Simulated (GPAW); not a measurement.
**EuMo in GPAW: the effect of starting spin order**

The system is EuMo.

```
Eu Mo
1.0
     3.53145    0.00000    0.00000
     0.00000    3.53145    0.00000
     0.00000    0.00000    3.53145
Eu Mo
1 1
Direct
  0.50000 0.50000 0.50000
  0.00000 0.00000 0.00000
```

The cell was built by a generator and needn't be a form met in nature.

Alike in all runs:

| Item | Value |
| --- | --- |
| Program | GPAW 26.7.0 |
| Task | single point |
| Functional | r2SCAN |
| Potentials or basis | GPAW PAW data sets (gpaw-data 1.2.1) |
| Cutoff | 800 eV |
| Basis | pw |
| k mesh | 6 × 6 × 6 |
| Occupations | fermi-dirac, width 0.05 eV |

```csv
starting spin order,energy over the lowest run (meV/atom),pressure (GPa),final net moment (μB),final largest site moment (μB)
"ferromagnetic start, larger moments",0.0,6.3,9.06,6.54
non-magnetic,?,?,?,?
ferromagnetic,0.0,6.3,9.06,6.54
```

Q: What does the run with starting spin order non-magnetic give?

A: Energy over the lowest run 4303.9 meV/atom; pressure -10.0 GPa; final net moment 0.00 μB; final largest site moment 0.00 μB.

Caveats: one-centre terms of the f shell are cut off; the PAW data sets were made with another functional, which shifts forces and pressure a little.

Runs at the PBE level aren't shown here.
